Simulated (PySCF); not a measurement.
Runs of PySCF 2.14.0 on ClGaBrH. The cell holds a molecule in a box, 4 atoms: a = 13.000 Å, b = 13.000 Å, c = 11.000 Å, α = 90.00°, β = 90.00°, γ = 90.00°. 

```tsv
task	level	three-body dispersion term	conv_tol	exxdiv	grid for exchange and correlation	frozen core bands	gap on the mesh (eV)
atomic charges	M06+D4	yes	1e-07 Ha	ewald	Becke, atom-centred	-	(a)
atomic charges	PBE0+D4	yes	1e-07 Ha	ewald	Becke, atom-centred	-	6.84
atomic charges	MN15-L+D3	no	1e-07 Ha	-	Becke, atom-centred	-	5.50
MP2 correlation energy	HF	-	1e-08 Ha	ewald	-	23	12.67
```

Alike in all rows: potentials or basis def2-svp (all-electron); no spin polarisation; cell as given; k mesh 1 × 1 × 1; smearing fixed.

Task: Fill in the values left out.

Result: (a) 6.63.

Caveats: this is a molecule in a periodic box at the Γ point, so its band gap is the HOMO-LUMO gap; relativity is left out, which matters for the heavier elements; the basis of atomic orbitals isn't converged, which shifts pressures, moduli and gaps; the basis is small and the box finite, so much correlation energy is missing and levels can be off by tenths of an eV (some runs).

A k mesh can miss the band edges, and the runs leave out spin-orbit coupling on Br, Ga.

Not every run made on this cell is shown here.
